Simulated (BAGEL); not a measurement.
**BH2Br (SMILES BBr) at B3LYP/6-31G(d) (density fitting with qzvpp-jkfit, spherical functions)**

Aim: the energy change on altering one bond length of BH2Br at B3LYP/6-31G* (density fitting with qzvpp-jkfit, spherical functions), from 2 runs. 

Program for the calculation: BAGEL 1.2.2.

3 further runs of the same task are left out: 3 set aside as unsound or not needed.

## (1) The system as given

BH2Br has 4 atoms, charge 0, and is taken as a singlet. SMILES: `BBr`. The shape is that of a PBE0-D4/def2-TZVP optimisation.

Bond lengths: B1–Br2 1.891 Å, B1–H3 1.188 Å, B1–H4 1.188 Å. Angles: Br2–B1–H3 117.8°, Br2–B1–H4 117.8°, H3–B1–H4 124.3°.

## (2) A single-point energy at B3LYP/6-31G(d) (density fitting with qzvpp-jkfit, spherical functions)

input.json

```json
{ "bagel": [

{
  "title": "molecule",
  "basis": "6-31gs.json",
  "df_basis": "qzvpp-jkfit",
  "angstrom": "true",
  "geometry": [
    { "atom": "B", "xyz": [   -0.153900,    0.025000,   -0.096900 ] },
    { "atom": "Br", "xyz": [    1.470100,   -0.363400,    0.790800 ] },
    { "atom": "H", "xyz": [   -1.111200,   -0.617300,    0.191700 ] },
    { "atom": "H", "xyz": [   -0.149500,    0.895400,   -0.905900 ] }
  ]
},
{ "title": "ks", "xc_func": "b3lyp" },
{ "title": "print", "file": "orbitals.molden", "orbitals": "true" }

]}
```

The basis set 6-31G* is read from a file made from the Basis Set Exchange's data (not shown).

Command:

```sh
$ BAGEL_NUM_THREADS=1 BAGEL input.json > input.out
```

What it wrote:

```text
* using 1 threads per process

  ===============================================================
  ===============================================================

  *** Geometry ***

  { "atom" : "B", "xyz" : [     -0.290829,      0.047243,     -0.183114 ] },
  { "atom" : "Br", "xyz" : [      2.778086,     -0.686726,      1.494395 ] },
  { "atom" : "H", "xyz" : [     -2.099864,     -1.166528,      0.362260 ] },
  { "atom" : "H", "xyz" : [     -0.282514,      1.692061,     -1.711903 ] },

  Number of auxiliary basis functions:      377

  Since a DF basis is specified, we compute 2- and 3-index integrals:
    o Being stored without compression. Storage requirement is 0.008 GB

  Number of basis functions:       50
  Number of electrons      :       42

    * METHOD: MOLECULE                             0.12

  *** Kohn-Sham DFT ***

    * Removing 5286 points whose weight is below 1.00e-10
    * Grid points: 54338

  === Nuclear Repulsion ===
    67.5893265299

       - DIIS with orbital gradients will be used.

  === KS iteration (b3lyp / 6-31gs.json) ===
      0      -2495.29668639          0.17153158           0.12
      1      -2193.02100541          0.31307068           0.11
      2      -2498.03746320          0.20963856           0.10
      3      -2593.84514231          0.12269203           0.10
      4      -2599.40939052          0.05414397           0.10
      5      -2599.63345171          0.04166572           0.10
      6      -2599.93479353          0.00529614           0.10
      7      -2599.93978150          0.00118489           0.10
      8      -2599.94010889          0.00013874           0.10
      9      -2599.94011501          0.00005087           0.10
     10      -2599.94011568          0.00000632           0.10
     11      -2599.94011569          0.00000052           0.10
     12      -2599.94011569          0.00000015           0.10
     13      -2599.94011569          0.00000006           0.10
     14      -2599.94011569          0.00000001           0.10
     15      -2599.94011569          0.00000000           0.10
    * SCF iteration converged.

    * Permanent dipole moment:
           (    0.213093,    -0.050937,     0.116574) a.u.

    * METHOD: KS                                   1.79

    * METHOD: PRINT                                0.01

  ===============================================================
```

Wall time 2 s (1 thread of Arm Neoverse V1, shared host); peak memory 0.18 GiB.

## (3) The distorted shape, same level

input.json

```json
{ "bagel" : [

{
  "title" : "molecule",
  "basis" : "6-31gs.json",
  "df_basis" : "qzvpp-jkfit",
  "angstrom" : true,
  "geometry" : [
    { "atom" : "B", "xyz" : [      -0.965863,       0.219191,      -0.540730 ] },
    { "atom" : "Br", "xyz" : [       1.470100,      -0.363400,       0.790800 ] },
    { "atom" : "H", "xyz" : [      -1.923163,      -0.423109,      -0.252130 ] },
    { "atom" : "H", "xyz" : [      -0.961463,       1.089591,      -1.349730 ] }
  ]
},

{ "title" : "ks", "xc_func" : "b3lyp", "charge" : 0 },

{ "title" : "print", "file" : "orbitals.molden", "orbitals" : true }

]}
```

The basis set 6-31G* is read from a file made from the Basis Set Exchange's data (not shown).

Command:

```sh
$ BAGEL_NUM_THREADS=1 BAGEL input.json > input.out
```

What it wrote:

```text
* using 1 threads per process

  ===============================================================
  ===============================================================

  *** Geometry ***

  { "atom" : "B", "xyz" : [     -1.825217,      0.414211,     -1.021832 ] },
  { "atom" : "Br", "xyz" : [      2.778086,     -0.686726,      1.494395 ] },
  { "atom" : "H", "xyz" : [     -3.634251,     -0.799560,     -0.476457 ] },
  { "atom" : "H", "xyz" : [     -1.816902,      2.059029,     -2.550620 ] },

  Number of auxiliary basis functions:      377

  Since a DF basis is specified, we compute 2- and 3-index integrals:
    o Being stored without compression. Storage requirement is 0.008 GB

  Number of basis functions:       50
  Number of electrons      :       42

    * METHOD: MOLECULE                             0.12

  *** Kohn-Sham DFT ***

    * Removing 4528 points whose weight is below 1.00e-10
    * Grid points: 55096

  === Nuclear Repulsion ===
    47.7848621605

       - DIIS with orbital gradients will be used.

  === KS iteration (b3lyp / 6-31gs.json) ===
      0      -2492.05338704          0.16609866           0.11
      1      -2147.88335531          0.26056054           0.11
      2      -2494.90136745          0.20199483           0.10
      3      -2583.76111111          0.17304727           0.10
      4      -2595.77936698          0.10736396           0.10
      5      -2599.74881403          0.02301790           0.10
      6      -2599.67170703          0.02137316           0.10
      7      -2599.84282334          0.00350821           0.10
      8      -2599.84646992          0.00069756           0.10
      9      -2599.84659488          0.00008281           0.10
     10      -2599.84659719          0.00001718           0.10
     11      -2599.84659731          0.00000227           0.10
     12      -2599.84659732          0.00000017           0.10
     13      -2599.84659732          0.00000016           0.10
     14      -2599.84659732          0.00000008           0.10
     15      -2599.84659732          0.00000001           0.10
    * SCF iteration converged.

    * Permanent dipole moment:
           (    1.451818,    -0.347195,     0.793648) a.u.

    * METHOD: KS                                   1.75

    * METHOD: PRINT                                0.01

  ===============================================================
```

Wall time 2 s (1 thread of Arm Neoverse V1, shared host); peak memory 0.18 GiB.

## (4) What came out

At B3LYP/6-31G* (density fitting with qzvpp-jkfit, spherical functions):

```
                                                          quantity           value
                                         first shape: total energy  -2599.94012 Eh
                                        first shape: dipole moment          0.63 D
                                          first shape: HOMO energy        -7.87 eV
                                          first shape: LUMO energy        -1.94 eV
                                        first shape: HOMO–LUMO gap         5.93 eV
                                     distorted shape: total energy  -2599.84660 Eh
                                    distorted shape: dipole moment          4.30 D
                                      distorted shape: HOMO energy        -7.20 eV
                                      distorted shape: LUMO energy        -3.47 eV
                                    distorted shape: HOMO–LUMO gap         3.73 eV
energy change with the B1–Br2 bond stretched from 1.891 to 2.837 Å        2.545 eV
```

**Reading.** With the B1–Br2 bond stretched from 1.891 to 2.837 Å the energy rises by 2.54 eV (246 kJ/mol). The first shape isn't relaxed at this level, so the change isn't measured from a minimum.
